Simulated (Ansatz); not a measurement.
# C2H6AlClSi: the cost of one run

Method: RKS r2SCAN/STO-3G, in Ansatz 0.2.0.

## 1. The starting structure

Bond lengths: Cl1–Al2 2.171 Å, Al2–C3 1.981 Å, C3–C4 1.610 Å, Al2–Si5 2.336 Å, C4–Si5 1.903 Å, C3–H6 1.104 Å, C3–H7 1.128 Å, C4–H8 1.086 Å, C4–H9 1.123 Å, Si5–H10 1.445 Å, Si5–H11 1.461 Å. Angles (14 of 21 angles, heavy atoms first): Cl1–Al2–C3 132.0°, Cl1–Al2–Si5 131.0°, C3–Al2–Si5 75.8°, Al2–C3–C4 103.0°, C3–C4–Si5 98.5°, Al2–Si5–C4 82.7°, Al2–C3–H6 113.5°, Al2–C3–H7 113.1°, C4–C3–H6 111.0°, C4–C3–H7 106.2°, C3–C4–H8 112.6°, C3–C4–H9 106.5°, Si5–C4–H8 112.3°, Si5–C4–H9 110.8°.

As a file:

```xyz
11

Cl   -3.5905   -0.2058   -0.6428
Al   -1.5174    0.4349   -0.5625
C    -0.2740    0.7113    0.9542
C     1.0521   -0.0687    0.4812
Si    0.4460   -0.6392   -1.2305
H    -0.6502    0.3077    1.9110
H     0.0269    1.7896    1.0899
H     1.9184    0.5826    0.4151
H     1.1713   -0.9440    1.1753
H     1.1711    0.0668   -2.2617
H     0.3115   -2.0922   -1.3084
```

## 2. Relaxing the start

File input.yaml:

```yaml
crystal:
  periodic: [false, false, false]
  atoms:
    - { symbol: Cl, position_ang: [-3.5905, -0.2058, -0.6428] }
    - { symbol: Al, position_ang: [-1.5174, 0.4349, -0.5625] }
    - { symbol: C, position_ang: [-0.274, 0.7113, 0.9542] }
    - { symbol: C, position_ang: [1.0521, -0.0687, 0.4812] }
    - { symbol: Si, position_ang: [0.446, -0.6392, -1.2305] }
    - { symbol: H, position_ang: [-0.6502, 0.3077, 1.911] }
    - { symbol: H, position_ang: [0.0269, 1.7896, 1.0899] }
    - { symbol: H, position_ang: [1.9184, 0.5826, 0.4151] }
    - { symbol: H, position_ang: [1.1713, -0.944, 1.1753] }
    - { symbol: H, position_ang: [1.1711, 0.0668, -2.2617] }
    - { symbol: H, position_ang: [0.3115, -2.0922, -1.3084] }
basis:
  gaussian: { orbitals: STO-3G }
hamiltonian:
  xc: r2scan
relax:
  f_tol: 0.02
  max_steps: 40
output:
  orbitals: {}
```

Started as:

```
$ ansatz run input.yaml --threads 1 --pin off --max-ram 2048MiB --backend cpu --events-out ev --progress --plain --runs-dir out
```

What time and memory should one allow on 1 thread of Arm Neoverse V2, shared host?

About 52 s, with a peak of 0.17 GiB.
